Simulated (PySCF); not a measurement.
# SnH2F2 (SMILES [F][SnH2][F]) at SCS-MP2/def2-SVP (core potential)

What is the vertical ionisation energy of SnH2F2 at SCS-MP2/def2-SVP (core potential)? The job is set up through a Python script.

Program for the calculation: PySCF 2.14.0.

2 further runs of the same task are left out: 2 set aside as unsound or not needed.

### 1 Starting point

SnH2F2 has 5 atoms, charge 0, and is taken as a singlet. As SMILES, `[F][SnH2][F]`. Geometry: relaxed at PBE0-D4/def2-TZVP.

Bond lengths: F1–Sn2 1.909 Å, Sn2–F3 1.909 Å, Sn2–H4 1.692 Å, Sn2–H5 1.692 Å. Angles: F1–Sn2–F3 103.3°, F1–Sn2–H4 107.1°, F1–Sn2–H5 107.1°, F3–Sn2–H4 107.1°, F3–Sn2–H5 107.1°, H4–Sn2–H5 123.6°.

### 2 A single-point energy at SCS-MP2/def2-SVP (core potential)

Input file input.py:

```python
# [F][SnH2][F]
from pyscf import gto, scf, mp

mol = gto.M(
    atom='''
F   -0.343500  -0.356300   1.741400
Sn   0.128900  -0.073200  -0.086200
F   -1.231200   1.110700  -0.712400
H   -0.087400  -1.547100  -0.889100
H    1.583200   0.792100  -0.095000
''',
    basis='def2-svp',
    ecp={'Sn': 'def2-svp'},
    verbose=4,
    max_memory=1860,
)

myscf = scf.RHF(mol)
myscf.conv_tol = 1e-10
myscf.kernel()
if not myscf.converged:
    myscf = myscf.newton().run(myscf.mo_coeff, myscf.mo_occ)

pt = mp.MP2(myscf, frozen=6).run()
e_final = myscf.e_tot + 1.2 * pt.e_corr_os + pt.e_corr_ss / 3
print('Final energy', e_final)
```

Command:

```bash
$ OMP_NUM_THREADS=1 python input.py
```

What it wrote:

```text
PySCF version 2.14.0

[INPUT] num. atoms = 5
[INPUT] num. electrons = 42
[INPUT] charge = 0
[INPUT] spin (= nelec alpha-beta = 2S) = 0
[INPUT] symmetry False subgroup None
[INPUT] Mole.unit = angstrom
[INPUT] Symbol           X                Y                Z      unit          X                Y                Z       unit  Magmom
[INPUT]  1 F     -0.343500000000  -0.356300000000   1.741400000000 AA   -0.649120923788  -0.673309418183   3.290769073318 Bohr   0.0
[INPUT]  2 Sn     0.128900000000  -0.073200000000  -0.086200000000 AA    0.243585697456  -0.138327952318  -0.162894391938 Bohr   0.0
[INPUT]  3 F     -1.231200000000   1.110700000000  -0.712400000000 AA   -2.326630804565   2.098918806554  -1.346240891140 Bohr   0.0
[INPUT]  4 H     -0.087400000000  -1.547100000000  -0.889100000000 AA   -0.165162063287  -2.923595287315  -1.680155497351 Bohr   0.0
[INPUT]  5 H      1.583200000000   0.792100000000  -0.095000000000 AA    2.991814400411   1.496852063268  -0.179523981834 Bohr   0.0

nuclear repulsion = 144.609737094107
number of shells = 28
number of NR pGTOs = 123
number of NR cGTOs = 64
basis = def2-svp
ecp = {'Sn': 'def2-svp'}

******** <class 'pyscf.scf.hf.RHF'> ********
method = RHF
initial guess = minao
damping factor = 0
level_shift factor = 0
DIIS = <class 'pyscf.scf.diis.CDIIS'>
diis_start_cycle = 1
diis_space = 8
diis_damp = 0
SCF conv_tol = 1e-10
SCF conv_tol_grad = None
SCF max_cycles = 50
direct_scf = True
direct_scf_tol = 1e-13
Set gradient conv threshold to 1e-05
Initial guess from minao.
init E= -389.419295098728
  HOMO = -0.90306968457929  LUMO = -0.561258445528601  gap/eV = 9.30116
cycle= 1 E= -412.820882367751  delta_E= -23.4  |g|= 1.46  |ddm|= 5.99
  HOMO = -0.418643346267593  LUMO = 0.131253716255601  gap/eV = 14.96346
cycle= 2 E= -413.227305940522  delta_E= -0.406  |g|= 0.479  |ddm|= 2.48
  HOMO = -0.484201804393994  LUMO = 0.0978588109730416  gap/eV = 15.83868
cycle= 3 E= -413.255361114948  delta_E= -0.0281  |g|= 0.0657  |ddm|= 0.355
  HOMO = -0.490012121077989  LUMO = 0.0936443331870131  gap/eV = 15.88210
cycle= 4 E= -413.25623473808  delta_E= -0.000874  |g|= 0.0322  |ddm|= 0.079
  HOMO = -0.490466348472708  LUMO = 0.093297684765966  gap/eV = 15.88503
cycle= 5 E= -413.256432814965  delta_E= -0.000198  |g|= 0.00472  |ddm|= 0.0277
  HOMO = -0.490946838711722  LUMO = 0.0928661810850781  gap/eV = 15.88636
cycle= 6 E= -413.256444711426  delta_E= -1.19e-05  |g|= 0.000461  |ddm|= 0.0126
  HOMO = -0.490880741404389  LUMO = 0.092920304783257  gap/eV = 15.88604
cycle= 7 E= -413.256444841511  delta_E= -1.3e-07  |g|= 0.000132  |ddm|= 0.000912
  HOMO = -0.490879414533268  LUMO = 0.0929172178047543  gap/eV = 15.88592
cycle= 8 E= -413.256444855076  delta_E= -1.36e-08  |g|= 2.36e-05  |ddm|= 0.000326
  HOMO = -0.490877782103247  LUMO = 0.0929192151345208  gap/eV = 15.88593
cycle= 9 E= -413.256444855473  delta_E= -3.97e-10  |g|= 3.55e-06  |ddm|= 5.26e-05
  HOMO = -0.490877682856343  LUMO = 0.0929194392583328  gap/eV = 15.88593
cycle= 10 E= -413.256444855479  delta_E= -6.14e-12  |g|= 8.65e-07  |ddm|= 7.36e-06
  HOMO = -0.490877699786729  LUMO = 0.0929194671618016  gap/eV = 15.88593
Extra cycle  E= -413.256444855478  delta_E= 6.82e-13  |g|= 3.7e-07  |ddm|= 1.32e-06
converged SCF energy = -413.256444855478

******** <class 'pyscf.mp.mp2.RMP2'> ********
nocc = 15, nmo = 58
frozen orbitals 6
E(RMP2) = -413.746292378239  E_corr = -0.489847522761341
E(SCS-RMP2) = -413.732243356062  E_corr = -0.475798500584231
E_corr(same-spin) = -0.129252146226206
E_corr(oppo-spin) = -0.360595376535135
Final energy -413.7322433560622
```

Wall time 1.4 s (1 thread of Arm Neoverse V1, shared host); peak memory 0.14 GiB.

### 3 The doublet cation, same level

Input file job.py:

```python
from pyscf import gto, scf, mp

mol = gto.Mole()
mol.atom = [
    ('F', (-0.343500, -0.356300, 1.741400)),
    ('Sn', (0.128900, -0.073200, -0.086200)),
    ('F', (-1.231200, 1.110700, -0.712400)),
    ('H', (-0.087400, -1.547100, -0.889100)),
    ('H', (1.583200, 0.792100, -0.095000)),
]
mol.basis = 'def2-svp'
mol.spin = 1
mol.max_memory = 1860
mol.charge = 1
mol.verbose = 4
mol.ecp = {'Sn': 'def2-svp'}
mol.build()

mf = scf.UHF(mol)
mf.conv_tol = 1e-10
mf.kernel()
if not mf.converged:
    mf = mf.newton().run(mf.mo_coeff, mf.mo_occ)

pt = mp.MP2(mf, frozen=6).run()
e_tot = mf.e_tot + 1.2 * pt.e_corr_os + pt.e_corr_ss / 3
print('E = %.10f Eh' % e_tot)
```

Command:

```bash
$ OMP_NUM_THREADS=1 python job.py
```

What it wrote:

```text
PySCF version 2.14.0

[... 101 lines left out ...]
converged SCF energy = -412.79934636668  <S^2> = 0.85038795  2S+1 = 2.0979876
[... 1 line left out ...]
******** <class 'pyscf.mp.ump2.UMP2'> ********
nocc = (np.int64(15), np.int64(14)), nmo = (58, 58)
frozen orbitals 6
E(UMP2) = -413.282814411471  E_corr = -0.483468044791378
E(SCS-UMP2) = -413.26428615046  E_corr = -0.464939783779722
E_corr(same-spin) = -0.132948311503768
E_corr(oppo-spin) = -0.35051973328761
E = -413.2642861505 Eh
```

Wall time 2 s (1 thread of Arm Neoverse V1, shared host); peak memory 0.15 GiB.

### 4 Results

Level: SCS-MP2/def2-SVP (core potential), 6 core orbitals frozen.

```
                                                                  quantity          value
                                              singlet SnH2F2: total energy  -413.73224 Eh
                      singlet SnH2F2: dipole moment (Hartree–Fock density)         3.94 D
                       singlet SnH2F2: HOMO energy (Hartree–Fock orbitals)      -13.36 eV
                       singlet SnH2F2: LUMO energy (Hartree–Fock orbitals)        2.53 eV
                     singlet SnH2F2: HOMO–LUMO gap (Hartree–Fock orbitals)       15.89 eV
               singlet SnH2F2: correlation energy (6 core orbitals frozen)     -475.8 mEh
                                              doublet cation: total energy  -413.26429 Eh
doublet cation: HOMO energy (Hartree–Fock orbitals) (highest over α and β)      -20.53 eV
 doublet cation: LUMO energy (Hartree–Fock orbitals) (lowest over α and β)      -11.53 eV
               doublet cation: correlation energy (6 core orbitals frozen)     -464.9 mEh
                         doublet cation: ⟨S²⟩ of the reference determinant          0.850
                        vertical ionisation energy (to the doublet cation)      12.734 eV
```

The vertical ionisation energy comes to 12.73 eV (294 kcal/mol). ⟨S²⟩ (doublet cation) is 0.85 where a pure doublet has 0.75: the reference is spin-contaminated.
